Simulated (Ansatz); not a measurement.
# CH7BSn: how energies converge with the basis set

One table from this session's results is given with a row withheld; the runs are named, their logs left out.

The runs use Ansatz 0.2.0, Gaussian basis; one geometry, several basis sets.

Levels to be run: PBE0-D4/def2-SVP; ωB97M-V/def2-SVP; PBE0-D4/def2-QZVPP; ωB97M-V/def2-QZVPP; the functionals' def2-TZVPP values are taken from earlier runs.

1 further run of the same task is left out (for a known fault of the program).

### Structure used throughout

An earlier PBE0-D4 in a triple-zeta def2 set relaxation fixed the geometry. Sn takes the def2 core potential; no spin-orbit term is included.

SMILES `B[CH2][SnH3]`, 10 atoms, charge 0, spin multiplicity 1.

Atoms are counted from 1 here; the program's logs count them from 0.

Bond lengths: B1–C2 1.513 Å, B1–H4 1.200 Å, B1–H5 1.200 Å, C2–Sn3 2.206 Å, C2–H6 1.089 Å, C2–H7 1.089 Å, Sn3–H8 1.704 Å, Sn3–H9 1.706 Å, Sn3–H10 1.704 Å. Angles: C2–B1–H4 120.5°, C2–B1–H5 120.5°, H4–B1–H5 118.8°, B1–C2–Sn3 94.2°, B1–C2–H6 119.2°, B1–C2–H7 119.2°, Sn3–C2–H6 103.3°, Sn3–C2–H7 103.4°, H6–C2–H7 112.3°, C2–Sn3–H8 107.1°, C2–Sn3–H9 112.6°, C2–Sn3–H10 107.2°, H8–Sn3–H9 109.4°, H8–Sn3–H10 111.1°, H9–Sn3–H10 109.4°.

The first run:

Contents of in.yaml:

```yaml
crystal:
  periodic: [false, false, false]
  atoms:
    - {symbol: B, position_ang: [-1.224960, 0.543297, -0.666123]}
    - {symbol: C, position_ang: [0.263986, 0.463663, -0.925693]}
    - {symbol: Sn, position_ang: [0.696074, -0.624354, 0.944593]}
    - {symbol: H, position_ang: [-1.952070, -0.346358, -1.011802]}
    - {symbol: H, position_ang: [-1.684255, 1.448875, -0.026866]}
    - {symbol: H, position_ang: [0.868521, 1.365674, -0.836785]}
    - {symbol: H, position_ang: [0.634193, -0.208310, -1.699235]}
    - {symbol: H, position_ang: [1.419405, -2.104163, 0.508344]}
    - {symbol: H, position_ang: [-0.707156, -0.929105, 1.865242]}
    - {symbol: H, position_ang: [1.769364, 0.339681, 1.851325]}
basis:
  gaussian: {orbitals: def2-SVP}
hamiltonian: {xc: pbe0, dispersion: d4}
output: {orbitals: {seedname: orbitals}}
```

On the command line:

```sh
> ansatz run in.yaml --threads 2 --pin off --events-out ev --progress --plain --max-ram 4352MiB
```

Steps of the session up to this table: PBE0-D4 in def2-SVP; ωB97M-V in def2-SVP; PBE0-D4 in def2-QZVPP; ωB97M-V in def2-QZVPP.

One of the session's tables, all rows but one given; the rest of the session is left out.

It belongs to the step «Functionals by basis». 

```
functional       basis  HOMO (eV)
   PBE0-D4    def2-SVP      -8.38
   PBE0-D4  def2-TZVPP      -8.38
   PBE0-D4  def2-QZVPP      -8.38
   ωB97M-V    def2-SVP          ?
   ωB97M-V  def2-TZVPP     -10.51
   ωB97M-V  def2-QZVPP     -10.51
```

**Question.** Estimate the row for ωB97M-V, def2-SVP.

The run gave: HOMO (eV): -10.48. In the column «HOMO (eV)» it lies between ωB97M-V, def2-QZVPP (-10.51) and PBE0-D4, def2-SVP (-8.38).
